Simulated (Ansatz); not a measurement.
Runs of Ansatz 0.2.0 on Ge2Sb2Te5. It takes space group P-3m1 (No. 164, trigonal). The conventional cell has a = 4.294 Å, b = 4.294 Å, c = 17.101 Å, α = 90.00°, β = 90.00°, γ = 120.00°. Te (site symmetry 3m) is surrounded by 3 Sb at 3.01 Å. Te (site symmetry 3m) has 3 Ge at 3.00 Å and 3 Sb at 3.20 Å as nearest neighbours. Te (site symmetry -3m) has 6 Ge at 3.04 Å as nearest neighbours. Sb (site symmetry 3m) is surrounded by 6 Te at 3.01 to 3.20 Å. Ge (site symmetry 3m) is surrounded by 6 Te at 3.00 to 3.04 Å. The cell comes from a database or a generator and needn't be the stable form of this composition.

| task | level | cell | k mesh | points for each segment of the path | gap on the mesh (eV) | pressure (GPa) | relaxed volume (Å³/atom) | largest force (eV/Å) |
| --- | --- | --- | --- | --- | --- | --- | --- | --- |
| relaxation of cell and atoms | PBEsol | relaxed | 5 × 5 × 2 | - | 0.24 | 0.0 | 29.11 | - |
| single point | PBE | strained by -1 % | 5 × 5 × 2 | - | 0.23 | (b) | - | (a) |
| relaxation of cell and atoms | revPBE | relaxed | 7 × 7 × 2 | - | 0.83 | 0.0 | 36.86 | 0.01 |
| band structure | BLYP | as given | 7 × 7 × 2 | 10 | 0.30 | 4.3 | - | 0.10 |
| relaxation of cell and atoms | PBE+D3(BJ) | relaxed | 7 × 7 × 2 | - | 0.12 | 0.0 | 29.04 | 0.01 |
| band structure | revPBE | as given | 7 × 7 × 2 | 10 | 0.27 | 1.3 | - | 0.09 |
| relaxation of cell and atoms | PBE | relaxed | 5 × 5 × 2 | - | 0.73 | 0.0 | 31.73 | - |
| relaxation of cell and atoms | RPBE | relaxed | 7 × 7 × 2 | - | 0.84 | 0.0 | 36.30 | - |

Alike in all rows: potentials or basis Ansatz PAW; no spin polarisation; cutoff (eV) 420; smearing fermi-dirac 0.05 eV.

Estimate the missing entries.

(a) 0.12; (b) 0.3.

Caveats: spin-orbit coupling is left out, which moves the levels of the heavy elements; odd divisions of the mesh miss points on the zone boundary, where band edges often lie, so the gap on the mesh can be too wide (some runs); the plane-wave basis is chosen anew once the cell has moved, so the energies of steps on either side of that aren't comparable (some runs); the PAW data sets come from PBE, with cores solved anew for the run's functional, which leaves a small shift of forces and pressure (some runs); this functional lacks dispersion, which binds the layers, so the pressure and a relaxed spacing across them are unreliable (some runs); the volume moved by over 15 % at a fixed basis, so the end points are rough (some runs).

A k mesh can miss the band edges, and the runs leave out spin-orbit coupling on Ge, Sb, Te.
